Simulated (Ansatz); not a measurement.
Ti3S2, 5 atoms in the cell. It takes space group R32 (No. 155, trigonal). Conventional cell: a = 5.426 Å, b = 5.426 Å, c = 9.713 Å, α = 90.00°, β = 90.00°, γ = 120.00°. Around Ti (site symmetry 2) lie 4 S at 2.42 to 2.44 Å. Around S (site symmetry 3) lie 6 Ti at 2.42 to 2.44 Å. The cell comes from a database or a generator and needn't be the stable form of this composition.

* Program: Ansatz 0.2.0
* Task: density of states
* Functional: PBEsol
* Potentials or basis: Ansatz PAW
* Cutoff: 420 eV (not typed: the program's choice for these potentials)
* k mesh: 6 × 6 × 6
* Occupations: fermi-dirac, width 0.05 eV
* Spin: no spin polarisation

Potentials or basis: Ansatz PAW.

Run with:

```console
$ ansatz run input.yaml --threads 2 --pin off --max-ram 5632MiB --backend cpu --events-out ev --progress --plain --runs-dir out
```

Hardware: 2 threads of Arm Neoverse N1, with other jobs on the host.

Task: Estimate the wall time of this run.

Result: Wall time 19 s on 2 threads of Arm Neoverse N1, with other jobs on the host, peak memory 0.4 GiB. Counts: scf iterations 7, plane waves 1613, k points 32, bands 36.
